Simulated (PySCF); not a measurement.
**Ways to converge the SCF of Se⁻**

Aim: find out which solver settings change the answer for Se⁻.

Program: PySCF 2.14.0. Level of theory: each script names its method and basis. These are calculated values, not measurements.

1 further run of the same task is left out (it didn't finish).

**1. The atom**

Se⁻: 1 atom, charge -1, spin multiplicity 2.

**2. The base run**

Input file input.py:

```python
from pyscf import gto, dft

mol = gto.M(
    atom='Se 0 0 0',
    basis='6-311++g**',
    charge=-1,
    spin=1,
    verbose=4,
)
mf = dft.UKS(mol, xc='mn15')
mf.kernel()
mf.dip_moment()
print('orbital energies (hartree):', [e[max(0, n-3):n+3].round(4) for e, n in zip(mf.mo_energy, mol.nelec)])
```

Command:

```
$ OMP_NUM_THREADS=1 python input.py
```

The log of this run is left out.

In short: E(SCF) = -2401.914150 Eh, 8 cycles, ⟨S²⟩ = 0.752.

**3. Point-group symmetry on**

Run 1 changes point-group symmetry: off → on.

Input file input.py:

```python
from pyscf import gto, dft

mol = gto.M(
    atom='Se 0 0 0',
    basis='6-311++g**',
    charge=-1,
    spin=1,
    symmetry=True,
    verbose=4,
)
mf = dft.UKS(mol, xc='mn15')
mf.kernel()
mf.dip_moment()
print('orbital energies (hartree):', [e[max(0, n-3):n+3].round(4) for e, n in zip(mf.mo_energy, mol.nelec)])
```

Command:

```
$ OMP_NUM_THREADS=1 python input.py
```

**4. Initial guess mod_huckel**

Run 2 changes initial guess: minao → mod_huckel.

Changes to input.py since step 2:

```diff
@@ -10,2 +10,3 @@
 mf = dft.UKS(mol, xc='mn15')
+mf.init_guess = 'mod_huckel'
 mf.kernel()
```

**5. Second-order solver on**

Run 3 changes second-order solver: off → on.

Changes to input.py since step 2:

```diff
@@ -10,2 +10,3 @@
 mf = dft.UKS(mol, xc='mn15')
+mf = mf.newton()
 mf.kernel()
```

Before running it: what results should come out? Wanted: for each run, E(SCF); from base; gap, α spin.

The runs gave:

```tsv
run	E(SCF) (hartree)	from base (eV)	cycles	gap, α spin (eV)
base	-2401.914150	0	8	13.66
point-group symmetry on	-2401.913110	+0.0283	8	13.67
initial guess mod_huckel	-2401.914150	0.0000	7	13.66
second-order solver on	-2401.914150	0.0000	3 macro	13.66
```

Distance from each run's final energy (log10 hartree) by cycle:

```tsv
run	cycle 1	cycle 2	cycle 3	cycle 5	cycle 8	cycle 12
base	-1.2	-1.6	-2.0	-5.8	< -11	done
point-group symmetry on	-1.2	-1.6	-2.0	-5.9	< -11	done
initial guess mod_huckel	-1.6	-1.5	-4.6	-7.7	done	done
second-order solver on	-6.0	< -11	< -11	done	done	done
```

What this shows: No change of the SCF energy comes from initial guess mod_huckel or second-order solver on. With point-group symmetry on the SCF ends in another solution, 0.03 eV higher: the path to self-consistency decides the state here.
